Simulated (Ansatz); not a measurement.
**AlGaCl (doublet): wave-function methods side by side, cc-pVDZ**

Aim: climb from Hartree-Fock through coupled cluster for AlGaCl (doublet) at one geometry and basis, and see what each rung misses.

Method: cc-pVDZ, core rule «outside noble gas», up to 24 orbitals frozen; program: Ansatz 0.2.0, Gaussian basis.

Plan: UHF; CCSD(T) on ROHF; CCSD(T) on UHF; BCCD(T) on ROHF; CISD; CCSDT(Q) on ROHF; CCSDT(Q) on UHF.

35 further runs of the same task are left out: 11 for a known fault of the program, 12 that didn't finish, 12 set aside as unsound or not needed.

### Step 1. The geometry

The geometry is a PBE0/def2-TZVP stationary point (not a proven minimum) of the parent state, kept for this charge and spin. No spin-orbit coupling is included. The filled d shell of Ga may be among the frozen orbitals whatever the setting's name suggests; the logs give the count.

3 atoms, charge 0, spin multiplicity 2.

Atoms are counted from 1 here; the program's logs count them from 0.

Bond lengths: Cl1–Al2 2.091 Å, Al2–Ga3 2.316 Å. Angles: Cl1–Al2–Ga3 180.0°.

### Step 2. UHF

Input file in.yaml:

```yaml
crystal:
  periodic: [false, false, false]
  atoms:
    - {symbol: Cl, position_ang: [0.000000, 0.000000, -2.166000]}
    - {symbol: Al, position_ang: [0.000000, 0.000000, -0.075200]}
    - {symbol: Ga, position_ang: [0.000000, 0.000000, 2.241200]}
basis:
  gaussian: {orbitals: cc-pVDZ}
magnetization: {spin_polarized: true, initial_magnetization: 1}
hamiltonian: {xc: hf}
output: {orbitals: {seedname: orbitals}}
```

The run is started by

```
ansatz run in.yaml --threads 1 --pin off --events-out ev --progress --plain --max-ram 2393MiB
```

After this run come: CCSD(T) on ROHF; CCSD(T) on UHF; BCCD(T) on ROHF; CISD; CCSDT(Q) on ROHF; CCSDT(Q) on UHF.

Before running them: what should the planned runs give, taken together? Wanted: UCCSDT(Q) below the RHF energy; RMP2 from UCCSDT(Q); UMP2 from UCCSDT(Q); RCCSD from UCCSDT(Q); RCCSD(T) from UCCSDT(Q); UCCSD(T) from UCCSDT(Q); RCCSDT(Q) from UCCSDT(Q); T1 diagnostic.

As calculated:

| quantity | value |
| --- | --- |
| UCCSDT(Q) below the RHF energy | -7.2472 eV |
| RMP2 from UCCSDT(Q) | +1184.3 meV |
| UMP2 from UCCSDT(Q) | +1344.1 meV |
| RCCSD from UCCSDT(Q) | +260.7 meV |
| RCCSD(T) from UCCSDT(Q) | +50.7 meV |
| UCCSD(T) from UCCSDT(Q) | +64.7 meV |
| RCCSDT(Q) from UCCSDT(Q) | -2.3 meV |
| levels within 1 kcal/mol (43 meV) | RCCSDT, UCCSDT, RCCSDT(Q) |
| T1 diagnostic | 0.019 |

In words: RCCSD(T) misses by +50.7 meV, 0.7 % of the correlation energy. These misses are within one basis, not against nature; the frozen cores of restricted and unrestricted runs differ, which can shift their rows.
